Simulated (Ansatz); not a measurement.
# GaH5InNO: how energies converge with the basis set

The task here is to estimate one member of a computed series from the others.

The runs use Ansatz 0.2.0, Gaussian basis; one geometry, several basis sets.

Plan: PBE0-D4/def2-SVP; ωB97M-V/def2-SVP; PBE0-D4/def2-QZVPP; ωB97M-V/def2-QZVPP; the functionals' def2-TZVPP values are taken from earlier runs.

### The relaxed structure

An earlier PBE0-D4 in a triple-zeta def2 set relaxation fixed the geometry. In takes the def2 core potential; no spin-orbit term is included.

SMILES `[OH][GaH][NH][InH2]`, 9 atoms, charge 0, spin multiplicity 1.

Atoms are counted from 1 here; the program's logs count them from 0.

Bond lengths: O1–Ga2 1.793 Å, O1–H5 0.959 Å, Ga2–N3 1.818 Å, Ga2–H6 1.557 Å, N3–In4 2.029 Å, N3–H7 1.012 Å, In4–H8 1.714 Å, In4–H9 1.713 Å. Angles: Ga2–O1–H5 113.9°, O1–Ga2–N3 114.0°, O1–Ga2–H6 121.6°, N3–Ga2–H6 124.4°, Ga2–N3–In4 129.8°, Ga2–N3–H7 114.1°, In4–N3–H7 116.1°, N3–In4–H8 115.8°, N3–In4–H9 114.3°, H8–In4–H9 129.9°.

Set-up of the first run:

The input, in.yaml:

```yaml
crystal:
  periodic: [false, false, false]
  atoms:
    - {symbol: O, position_ang: [-0.277735, 1.447191, -2.341301]}
    - {symbol: Ga, position_ang: [-0.196149, 1.106657, -0.582405]}
    - {symbol: N, position_ang: [0.104067, -0.641236, -0.182026]}
    - {symbol: In, position_ang: [0.285456, -1.547588, 1.624344]}
    - {symbol: H, position_ang: [-0.435887, 2.368877, -2.552002]}
    - {symbol: H, position_ang: [-0.371644, 2.234155, 0.477057]}
    - {symbol: H, position_ang: [0.194003, -1.241402, -0.992035]}
    - {symbol: H, position_ang: [0.572018, -3.236788, 1.585713]}
    - {symbol: H, position_ang: [0.125881, -0.489875, 2.962656]}
basis:
  gaussian: {orbitals: def2-SVP}
hamiltonian: {xc: pbe0, dispersion: d4}
output: {orbitals: {seedname: orbitals}}
```

Launch:

```bash
$ ansatz run in.yaml --threads 4 --pin off --events-out ev --progress --plain --max-ram 10444MiB
```

Steps of the session up to this table: PBE0-D4 in def2-SVP; ωB97M-V in def2-SVP; PBE0-D4 in def2-QZVPP; ωB97M-V in def2-QZVPP.

One table of the session follows, with a row left open; its other results are not shown here.

It belongs to the step «Functionals by basis». 

| functional | basis | HOMO (eV) | LUMO (eV) |
| --- | --- | --- | --- |
| PBE0-D4 | def2-SVP | -7.22 | -1.27 |
| PBE0-D4 | def2-TZVPP | ? | ? |
| PBE0-D4 | def2-QZVPP | -7.39 | -1.38 |
| ωB97M-V | def2-SVP | -9.49 | 0.33 |
| ωB97M-V | def2-TZVPP | -9.66 | 0.07 |
| ωB97M-V | def2-QZVPP | -9.70 | -0.01 |

Q: Estimate the row for PBE0-D4, def2-TZVPP from the others.

**Answer.** HOMO (eV): -7.36; LUMO (eV): -1.36. In the column «HOMO (eV)» it lies between PBE0-D4, def2-QZVPP (-7.39) and PBE0-D4, def2-SVP (-7.22).
